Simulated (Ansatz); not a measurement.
# CNNaO (SMILES N#C[O][Na]): single points off equilibrium

The task here is to estimate one member of a computed series from the others.

Program: Ansatz 0.2.0, Gaussian basis. Level of theory: single points in def2-TZVPP. These are calculated values, not measurements.

Cores are frozen in the correlated methods. The outer core shell of Li, Na, Mg and K is correlated.

## The starting structure

SMILES `N#C[O][Na]`, 4 atoms, charge 0, spin multiplicity 1.

Atoms are counted from 1 here; the program's logs count them from 0.

Bond lengths: N1–C2 1.134 Å, C2–O3 1.220 Å, C2–Na4 2.752 Å, O3–Na4 1.882 Å. Angles: N1–C2–O3 172.2°, N1–C2–Na4 137.6°, O3–C2–Na4 34.7°, C2–O3–Na4 123.7°, C2–Na4–O3 21.7°.

Coordinates:

```mol
CNNaO
  3D, bonds by distance, orders not assigned

  4  4  0  0  0  0  0  0  0  0999 V2000
    1.0496   -0.7084    1.1701 N   0  0
    0.1338   -0.2932    0.6449 C   0  0
   -0.7516    0.1790   -0.0489 O   0  0
   -0.4605    0.9036   -1.7607 Na  0  0
  1  2  8  0
  2  3  8  0
  2  4  8  0
  3  4  8  0
M  END
```

The first run:

Input file run/in.yaml:

```yaml
crystal:
  periodic: [false, false, false]
  atoms:
    - {symbol: N, position_ang: [1.049600, -0.708400, 1.170100]}
    - {symbol: C, position_ang: [0.133800, -0.293200, 0.644900]}
    - {symbol: O, position_ang: [-0.751600, 0.179000, -0.048900]}
    - {symbol: Na, position_ang: [-0.460500, 0.903600, -1.760700]}
basis:
  gaussian: {orbitals: def2-TZVPP}
correlation: {method: ccsd_t}
output: {forces: true}
```

No record of the launch command was kept for these runs.

Steps of the session up to this table: CCSD(T)/def2-TZVPP; PBE0-D4/def2-TZVPP; wB97M-V/def2-TZVPP; r2SCAN-D4/def2-TZVPP; PBE-D4/def2-TZVPP; wB97X-V/def2-TZVPP; LC-wPBE/def2-TZVPP.

One table of the session follows, with a row left open; its other results are not shown here.

```
   method  RMS force component (eV/Å)  angle to CCSD(T) forces (°)  dipole (D)
  CCSD(T)                       2.002                    reference       11.34
  PBE0-D4                       1.665                          7.1       11.35
  wB97M-V                       1.575                          8.0       11.31
r2SCAN-D4                       1.871                          6.0       11.47
   PBE-D4                       2.164                          1.7       11.24
  wB97X-V                           ?                            ?           ?
  LC-wPBE                       1.449                         10.7       11.37
```

Q: Estimate the row for wB97X-V from the others.

As computed: RMS force component (eV/Å): 1.651; angle to CCSD(T) forces (°): 6.9; dipole (D): 11.37. In the column «RMS force component (eV/Å)» it lies between wB97M-V (1.575) and PBE0-D4 (1.665).
